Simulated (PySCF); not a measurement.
# BrTl (Tl(Br)): the cost of one run

The runs use PySCF 2.14.0; B3LYP, Tl def2-SVP with ECP60, Br def2-SVP; scalar-relativistic core potentials, no spin–orbit coupling.

3 further runs of the same task are left out: 2 for a known fault of the program, 1 that didn't finish.

## (1) The system as given

2 atoms, charge 0, spin multiplicity 1.

Bond lengths: Tl1–Br2 2.694 Å.

Geometry (Å):

| atom | x (Å) | y (Å) | z (Å) |
| --- | --- | --- | --- |
| Tl1 | 0.0000 | 0.0000 | -0.7067 |
| Br2 | 0.0000 | 0.0000 | 1.9868 |

Formal oxidation states: Tl +1. An earlier session relaxed this geometry at B3LYP, Tl def2-SVP with ECP60, Br def2-SVP (singlet, point group C∞v).

Its energy there is -2746.533440 Eh.

## (2) Multiplicity 3 at the relaxed geometry

Contents of run.py (the lines that set the calculation):

```python
mol = gto.M(atom='''
Tl     0.00000     0.00000    -0.70669
Br     0.00000     0.00000     1.98682''',
    basis={'Tl': 'def2-SVP', 'Br': 'def2-SVP'},
    ecp={'Tl': 'def2-SVP'},
    charge=0, spin=2)
mf = dft.UKS(mol, xc='B3LYP')
mf.grids.atom_grid = (50, 194)
mf = mf.density_fit()  # fitting sets: Tl def2-universal-JKFIT, Br def2-universal-JKFIT
mf.conv_tol = 1e-08; mf.max_cycle = 55
mf.kernel(dm0)  # dm0: free metal ions and neutral atoms
```

On the command line:

```sh
$ OMP_NUM_THREADS=2 python run.py
```

**Question.** How long does this run take on 2 threads of Arm Neoverse V1, shared host?

About 1.3 s.
